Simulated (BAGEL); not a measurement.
**AlPNH4OF (SMILES [NH2][Al]([F])[PH]O) at HF/3-21G (density fitting with cc-pvqz-jkfit)**

Aim: the vertical ionisation energy of AlPNH4OF at HF/3-21G (density fitting with cc-pvqz-jkfit), from 2 runs. 

The calculation is run with BAGEL 1.2.2.

3 further runs of the same task are left out: 3 set aside as unsound or not needed.

**1. The system as given**

AlPNH4OF: 9 atoms, total charge 0, spin state singlet. As SMILES, `[NH2][Al]([F])[PH]O`. Geometry: relaxed at PBE0-D4/def2-TZVP. This is one conformer, not always the lowest.

Bond lengths: N1–Al2 1.755 Å, Al2–F3 1.652 Å, Al2–P4 2.334 Å, P4–O5 1.677 Å, N1–H6 1.007 Å, N1–H7 1.006 Å, P4–H8 1.430 Å, O5–H9 0.960 Å. Angles: N1–Al2–F3 119.8°, N1–Al2–P4 121.0°, F3–Al2–P4 119.0°, Al2–P4–O5 96.2°, Al2–N1–H6 122.5°, Al2–N1–H7 126.3°, Al2–P4–H8 92.8°, O5–P4–H8 100.3°, P4–O5–H9 109.0°, H6–N1–H7 111.1°.

**2. A single-point energy at HF/3-21G (density fitting with cc-pvqz-jkfit)**

Contents of input.json:

```json
{ "bagel" : [

{
  "title" : "molecule",
  "basis" : "3-21g",
  "df_basis" : "cc-pvqz-jkfit",
  "angstrom" : true,
  "geometry" : [
    { "atom" : "N", "xyz" : [    1.489200,    1.004600,   -0.185800 ] },
    { "atom" : "Al", "xyz" : [    0.882400,   -0.572900,    0.285200 ] },
    { "atom" : "F", "xyz" : [    1.905300,   -1.677400,    0.966000 ] },
    { "atom" : "P", "xyz" : [   -1.322700,   -1.196100,   -0.158400 ] },
    { "atom" : "O", "xyz" : [   -1.889900,    0.351100,   -0.471500 ] },
    { "atom" : "H", "xyz" : [    0.893900,    1.722700,   -0.565900 ] },
    { "atom" : "H", "xyz" : [    2.431700,    1.338900,   -0.072400 ] },
    { "atom" : "H", "xyz" : [   -1.643200,   -1.310200,    1.230300 ] },
    { "atom" : "H", "xyz" : [   -2.658100,    0.293000,   -1.044600 ] }
  ]
},
{ "title" : "hf" },
{ "title" : "print", "file" : "orbitals.molden", "orbitals" : true }

]}
```

On the command line:

```bash
$ BAGEL_NUM_THREADS=1 BAGEL input.json > input.out
```

Log:

```text
* using 1 threads per process

  ===============================================================
  ===============================================================

  *** Geometry ***

  { "atom" : "N", "xyz" : [      2.814180,      1.898419,     -0.351111 ] },
  { "atom" : "Al", "xyz" : [      1.667494,     -1.082624,      0.538950 ] },
  { "atom" : "F", "xyz" : [      3.600495,     -3.169827,      1.825475 ] },
  { "atom" : "P", "xyz" : [     -2.499541,     -2.260301,     -0.299333 ] },
  { "atom" : "O", "xyz" : [     -3.571393,      0.663483,     -0.891006 ] },
  { "atom" : "H", "xyz" : [      1.689226,      3.255431,     -1.069396 ] },
  { "atom" : "H", "xyz" : [      4.595247,      2.530154,     -0.136816 ] },
  { "atom" : "H", "xyz" : [     -3.105198,     -2.475919,      2.324930 ] },
  { "atom" : "H", "xyz" : [     -5.023081,      0.553690,     -1.974008 ] },

  Number of auxiliary basis functions:      818

  Since a DF basis is specified, we compute 2- and 3-index integrals:
    o Being stored without compression. Storage requirement is 0.024 GB

  Number of basis functions:       61
  Number of electrons      :       56

    * METHOD: MOLECULE                             0.48

  *** RHF ***

  === Nuclear Repulsion ===
   276.1512580034

      * DIIS with orbital gradients will be used.

  === RHF iteration (3-21g) ===
      0       -809.25400337          0.03100237           0.09
      1       -809.44728961          0.01815051           0.08
      2       -809.53011139          0.00127557           0.08
      3       -809.53159339          0.00031796           0.08
      4       -809.53168024          0.00013713           0.08
      5       -809.53169870          0.00002609           0.08
      6       -809.53169979          0.00000544           0.08
      7       -809.53169982          0.00000159           0.08
      8       -809.53169983          0.00000058           0.08
      9       -809.53169983          0.00000020           0.08
     10       -809.53169983          0.00000005           0.08
     11       -809.53169983          0.00000002           0.08
     12       -809.53169983          0.00000001           0.08
    * SCF iteration converged.

    * Permanent dipole moment:
           (    0.267890,    -0.678033,     0.378170) a.u.

    * METHOD: HF                                   1.26

    * METHOD: PRINT                                0.01

  ===============================================================
```

Wall time 1.9 s (1 thread of Intel Xeon 6975P-C (Granite Rapids), shared host); peak memory 0.14 GiB.

**3. The doublet cation, same level**

Contents of input.json:

```json
{ "bagel": [

{
  "title": "molecule",
  "basis": "3-21g",
  "df_basis": "cc-pvqz-jkfit",
  "angstrom": true,
  "geometry": [
    { "atom": "N", "xyz": [       1.489200,       1.004600,      -0.185800 ] },
    { "atom": "Al", "xyz": [       0.882400,      -0.572900,       0.285200 ] },
    { "atom": "F", "xyz": [       1.905300,      -1.677400,       0.966000 ] },
    { "atom": "P", "xyz": [      -1.322700,      -1.196100,      -0.158400 ] },
    { "atom": "O", "xyz": [      -1.889900,       0.351100,      -0.471500 ] },
    { "atom": "H", "xyz": [       0.893900,       1.722700,      -0.565900 ] },
    { "atom": "H", "xyz": [       2.431700,       1.338900,      -0.072400 ] },
    { "atom": "H", "xyz": [      -1.643200,      -1.310200,       1.230300 ] },
    { "atom": "H", "xyz": [      -2.658100,       0.293000,      -1.044600 ] }
  ]
},

{ "title": "uhf", "charge": 1, "nopen": 1 },

{ "title": "print", "file": "orbitals.molden", "orbitals": true }

]}
```

On the command line:

```bash
$ BAGEL_NUM_THREADS=1 BAGEL input.json > input.out
```

Log:

```text
* using 1 threads per process

  ===============================================================
  ===============================================================

  *** Geometry ***

  { "atom" : "N", "xyz" : [      2.814180,      1.898419,     -0.351111 ] },
  { "atom" : "Al", "xyz" : [      1.667494,     -1.082624,      0.538950 ] },
  { "atom" : "F", "xyz" : [      3.600495,     -3.169827,      1.825475 ] },
  { "atom" : "P", "xyz" : [     -2.499541,     -2.260301,     -0.299333 ] },
  { "atom" : "O", "xyz" : [     -3.571393,      0.663483,     -0.891006 ] },
  { "atom" : "H", "xyz" : [      1.689226,      3.255431,     -1.069396 ] },
  { "atom" : "H", "xyz" : [      4.595247,      2.530154,     -0.136816 ] },
  { "atom" : "H", "xyz" : [     -3.105198,     -2.475919,      2.324930 ] },
  { "atom" : "H", "xyz" : [     -5.023081,      0.553690,     -1.974008 ] },

  Number of auxiliary basis functions:      818

  Since a DF basis is specified, we compute 2- and 3-index integrals:
    o Being stored without compression. Storage requirement is 0.024 GB

  Number of basis functions:       61
  Number of electrons      :       56

    * METHOD: MOLECULE                             0.48

  *** Open-shell HF ***

  === Nuclear Repulsion ===
   276.1512580034

      * DIIS with orbital gradients will be used.

  === UHF iteration (3-21g) ===
      0       -808.90602277          0.06140779           0.16
      1       -809.11350913          0.03969104           0.16
      2       -809.18035094          0.02565061           0.16
      3       -809.22100097          0.00140526           0.16
      4       -809.22171308          0.00074844           0.17
      5       -809.22192759          0.00031242           0.17
      6       -809.22200599          0.00013018           0.16
      7       -809.22203054          0.00007506           0.16
      8       -809.22204099          0.00004629           0.17
      9       -809.22204575          0.00002303           0.16
     10       -809.22204667          0.00001198           0.16
     11       -809.22204688          0.00000548           0.16
     12       -809.22204699          0.00000286           0.16
     13       -809.22204703          0.00000153           0.16
     14       -809.22204705          0.00000107           0.16
     15       -809.22204706          0.00000054           0.16
     16       -809.22204706          0.00000035           0.16
     17       -809.22204706          0.00000025           0.16
     18       -809.22204706          0.00000012           0.17
     19       -809.22204706          0.00000006           0.16
     20       -809.22204706          0.00000003           0.16
     21       -809.22204706          0.00000002           0.17
     22       -809.22204706          0.00000001           0.16
    * SCF iteration converged.

    * S^2 (UHF) is 0.7569

    * Permanent dipole moment:
           (    2.350511,     0.174497,     0.829358) a.u.

    * METHOD: UHF                                  3.95

    * METHOD: PRINT                                0.01

  ===============================================================
```

Wall time 4.8 s (1 thread of Intel Xeon 6975P-C (Granite Rapids), shared host); peak memory 0.14 GiB.

**4. Results**

Level: HF/3-21G (density fitting with cc-pvqz-jkfit).

| quantity | value |
| --- | --- |
| singlet AlPNH4OF: total energy | -809.53170 Eh |
| singlet AlPNH4OF: dipole moment | 2.09 D |
| singlet AlPNH4OF: HOMO energy | -9.41 eV |
| singlet AlPNH4OF: LUMO energy | 2.89 eV |
| singlet AlPNH4OF: HOMO–LUMO gap | 12.30 eV |
| doublet cation: total energy | -809.22205 Eh |
| doublet cation: ⟨S²⟩ | 0.757 |
| vertical ionisation energy (to the doublet cation) | 8.426 eV |

What this shows: Removing an electron at fixed nuclei costs 8.43 eV (813 kJ/mol). The negative HOMO energy of the first species, 9.41 eV, lies 0.98 eV above that difference.
